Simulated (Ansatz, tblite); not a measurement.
**In6N6 wurtzite hole sphere (In₆N₆H₁₈): spin-state energies by level**

Aim: set other spin states of In6N6 wurtzite hole sphere (In₆N₆H₁₈) against its singlet, on many levels of theory.

Method: as each input shows; program: Ansatz 0.2.0, Gaussian basis.

The runs, in order: triplet, at the geometry of the singlet (GFN1-xTB, GFN2-xTB, PBE0-D4/def2-TZVP, PBE-D4/def2-TZVP); the singlet's energies come from earlier runs.

1 further run of the same task is left out (set aside as unsound or not needed).

**1. The relaxed structure**

The geometry is that of the singlet, from an earlier relaxation (PBE-D4/def2-SVP).

30 atoms, charge 0, spin multiplicity 1.

Bond lengths: N1–In2 2.236 Å, N1–In7 2.236 Å, N1–H13 1.035 Å, N1–H14 1.031 Å, In2–N4 2.132 Å, In2–N5 2.236 Å, In2–H15 1.740 Å, In3–N4 2.233 Å, In3–N8 2.233 Å, In3–H16 1.777 Å, In3–H17 1.741 Å, N4–In6 2.233 Å, N4–H18 1.035 Å, N5–In10 2.236 Å, N5–H19 1.031 Å, N5–H20 1.035 Å, In6–N12 2.233 Å, In6–H21 1.777 Å and more. Angles: In2–N1–In7 121.8°, In2–N1–H13 103.5°, In2–N1–H14 110.6°, In7–N1–H13 103.5°, In7–N1–H14 110.6°, H13–N1–H14 105.0°, N1–In2–N4 103.0°, N1–In2–N5 100.0°, N1–In2–H15 110.5°, N4–In2–N5 103.1°, N4–In2–H15 126.4°, N5–In2–H15 110.5°, N4–In3–N8 100.0°, N4–In3–H16 104.1°, N4–In3–H17 109.8°, N8–In3–H16 104.1°, N8–In3–H17 109.8°, H16–In3–H17 126.0° and more.

In takes a core potential in the def2 sets. No spin-orbit coupling is included.

**2. Triplet at the fixed geometry, GFN1-xTB**

Tight binding, by tblite at 300 K electronic temperature and without a spin-polarisation term:

```python
tblite.interface.Calculator('GFN1-xTB', numbers, positions, charge=0, uhf=2).singlepoint()
```

Energy -1033.6830 eV; 0.075 s.

**3. Triplet at the fixed geometry, GFN2-xTB**

Tight binding, by tblite at 300 K electronic temperature and without a spin-polarisation term:

```python
tblite.interface.Calculator('GFN2-xTB', numbers, positions, charge=0, uhf=2).singlepoint()
```

Energy -921.8051 eV; 0.074 s.

**4. Triplet at the fixed geometry, PBE0-D4/def2-TZVP**

The input, in.yaml:

```yaml
crystal:
  periodic: [false, false, false]
  atoms:
    - {symbol: N, position_ang: [-0.002758, -1.979723, -1.722987]}
    - {symbol: In, position_ang: [-1.955379, -1.128517, -1.043851]}
    - {symbol: In, position_ang: [0.002507, -2.201229, 1.832286]}
    - {symbol: N, position_ang: [-1.708770, -0.986392, 1.069092]}
    - {symbol: N, position_ang: [-1.714577, 0.987623, -1.723946]}
    - {symbol: In, position_ang: [-1.905534, 1.103242, 1.831505]}
    - {symbol: In, position_ang: [1.952090, -1.128869, -1.050098]}
    - {symbol: N, position_ang: [1.711747, -0.987051, 1.063569]}
    - {symbol: N, position_ang: [1.710204, 0.987728, -1.728466]}
    - {symbol: In, position_ang: [-0.001297, 2.255547, -1.049201]}
    - {symbol: In, position_ang: [1.910752, 1.102282, 1.826234]}
    - {symbol: N, position_ang: [0.001746, 1.975364, 1.064357]}
    - {symbol: H, position_ang: [-0.002282, -2.934384, -1.322369]}
    - {symbol: H, position_ang: [-0.004453, -2.119817, -2.744577]}
    - {symbol: H, position_ang: [-3.276310, -1.890609, -1.880701]}
    - {symbol: H, position_ang: [0.000461, -3.647201, 0.798867]}
    - {symbol: H, position_ang: [0.005394, -2.188436, 3.572888]}
    - {symbol: H, position_ang: [-2.532705, -1.462154, 1.476872]}
    - {symbol: H, position_ang: [-1.834846, 1.055369, -2.745865]}
    - {symbol: H, position_ang: [-2.541651, 1.465980, -1.325123]}
    - {symbol: H, position_ang: [-3.157925, 1.824444, 0.797069]}
    - {symbol: H, position_ang: [-1.895639, 1.100236, 3.571969]}
    - {symbol: H, position_ang: [3.270313, -1.891045, -1.891134]}
    - {symbol: H, position_ang: [2.536833, -1.462926, 1.468891]}
    - {symbol: H, position_ang: [1.828288, 1.056055, -2.750610]}
    - {symbol: H, position_ang: [2.538315, 1.465598, -1.331156]}
    - {symbol: H, position_ang: [-0.002545, 3.778851, -1.889138]}
    - {symbol: H, position_ang: [1.905102, 1.098485, 3.566829]}
    - {symbol: H, position_ang: [3.160336, 1.823901, 0.788635]}
    - {symbol: H, position_ang: [0.002581, 2.927641, 1.470158]}
basis:
  gaussian: {orbitals: def2-TZVP, fitting: {mean_field: def2-universal-jkfit}}
magnetization: {spin_polarized: true, initial_magnetization: 2}
hamiltonian: {xc: pbe0, dispersion: d4}
scf: {omitted_lower_state_checks: [starts]}
output: {orbitals: {seedname: orbitals}}
```

Started as:

```sh
$ ansatz run in.yaml --threads 2 --pin off --events-out ev --progress --plain --max-ram 20480MiB --backend cuda --devices 0, --max-vram 18GiB
```

Output:

```text
Functional definition: PBE0
  name "PBE0"
  cite "Adamo & Barone, J. Chem. Phys. 110, 6158 (1999) doi:10.1063/1.478522"
  cite "Perdew, Burke & Ernzerhof, Phys. Rev. Lett. 77, 3865 (1996) doi:10.1103/PhysRevLett.77.3865"
  parent pbe
  parameter a = 0.25
  parameter kappa = 0.804
  parameter beta = 0.06672455060314922
  exchange = (1 - a)*pbe_x(kappa = kappa, mu = beta*pi^2/3) + a*exact_x
  correlation = pbe_c(beta = beta)
these checks for a lower state are left out or cut short: starts
2094 factors; integrals over basis functions are off by at most 6.0e-1 eV
mean field evaluation 1: about -40221.2167 eV, gradient 1.1e2 eV
mean field evaluation 2: about -39985.4861 eV, gradient 2.4e2 eV
mean field evaluation 4: about -40261.7132 eV, gradient 3.9e1 eV
mean field evaluation 8: about -40269.6180 eV, gradient 1.7e0 eV
mean field evaluation 16: about -40269.8161 eV, gradient 1.7e-1 eV
mean field -40269.81218758 eV, -1479.8883020345 hartree, gradient 7.8e-6 eV, S^2 2.013825; 0 other end points of the search recorded, 0 dependent functions left out
reference -40269.81228377 eV, -1479.8883055695 hartree; 94, 92 occupied and 500, 502 virtual orbitals, 2094 factors
Total energy: -40271.15062921 eV, -1479.9374888570 hartree
Checks for a lower state left out: starts
```

Wall time 11 s (1 × H100 (card shared with other runs) with 2 threads of AMD EPYC 7R13, shared host); peak host memory 1.3 GiB.

Report: HOMO -2.40 eV, LUMO -5.72 eV (over both spins; with the spin held, an empty level of the minority spin lies below the top filled one); ⟨S²⟩ 2.014 (pure: 2.00).

**5. Triplet at the fixed geometry, PBE-D4/def2-TZVP**

start.molden holds the orbitals of an earlier run on this state, given as this run's starting guess.

in.yaml, as its differences from that of step 4:

```diff
@@ -34,5 +34,5 @@
 basis:
-  gaussian: {orbitals: def2-TZVP, fitting: {mean_field: def2-universal-jkfit}}
+  gaussian: {orbitals: def2-TZVP, fitting: {mean_field: def2-universal-jkfit}, initial_orbitals: start.molden}
 magnetization: {spin_polarized: true, initial_magnetization: 2}
-hamiltonian: {xc: pbe0, dispersion: d4}
+hamiltonian: {xc: pbe, dispersion: d4}
 scf: {omitted_lower_state_checks: [starts]}
```

Same command.

Output:

```text
Functional definition: PBE
  name "PBE"
  cite "Perdew, Burke & Ernzerhof, Phys. Rev. Lett. 77, 3865 (1996) doi:10.1103/PhysRevLett.77.3865"
  parent pbe
  parameter kappa = 0.804
  parameter beta = 0.06672455060314922
  exchange = pbe_x(kappa = kappa, mu = beta*pi^2/3)
  correlation = pbe_c(beta = beta)
these checks for a lower state are left out or cut short: starts
2094 factors; integrals over basis functions are off by at most 6.0e-1 eV
mean field evaluation 1: about -40269.1518 eV, gradient 1.1e1 eV
mean field evaluation 2: about -40269.6801 eV, gradient 8.0e-1 eV
mean field evaluation 4: about -40269.8297 eV, gradient 3.4e-1 eV
mean field evaluation 8: about -40269.8274 eV, gradient 3.4e-2 eV
mean field evaluation 16: about -40269.8526 eV, gradient 1.6e-3 eV
mean field -40269.85257626 eV, -1479.8897862911 hartree, gradient 2.1e-6 eV, S^2 2.003690; 0 other end points of the search recorded, 0 dependent functions left out
reference -40269.85270839 eV, -1479.8897911466 hartree; 94, 92 occupied and 500, 502 virtual orbitals, 2094 factors
Total energy: -40271.35418967 eV, -1479.9449695662 hartree
Checks for a lower state left out: starts
```

Run time: 11 s. Hardware: 1 × H100 (card shared with other runs) with 2 threads of AMD EPYC 7R13, shared host; peak host memory 1.2 GiB.

Report: HOMO -1.86 eV, LUMO -6.23 eV (over both spins; with the spin held, an empty level of the minority spin lies below the top filled one); ⟨S²⟩ 2.004 (pure: 2.00).

**6. Triplet less singlet, vertical**

The singlet's energies are those of its earlier runs, whose logs aren't repeated here.

| level | triplet less singlet, vertical (kJ/mol) | time |
| --- | --- | --- |
| GFN1-xTB | +368.2 | 0.13 s |
| GFN2-xTB | +344.4 | 0.11 s |
| PBE-D4/def2-TZVP | +415.9 | 15 s |
| PBE0-D4/def2-TZVP | +480.6 | 18 s |

Times add the two runs; a level without a time comes out of a correlated run. Tight binding without a spin term can't rank spin states.

**7. Results**

```
                                                quantity                                       value
triplet less singlet, vertical, functionals in def2-TZVP  +415.9 (PBE-D4) to +480.6 kJ/mol (PBE0-D4)
```

**Reading.** All functionals put the triplet above the singlet, over a spread of 64.7 kJ/mol. The checks for a lower triplet were left out, so another state of that spin may lie lower. These are electronic energies, without zero-point motion, entropy or surroundings.
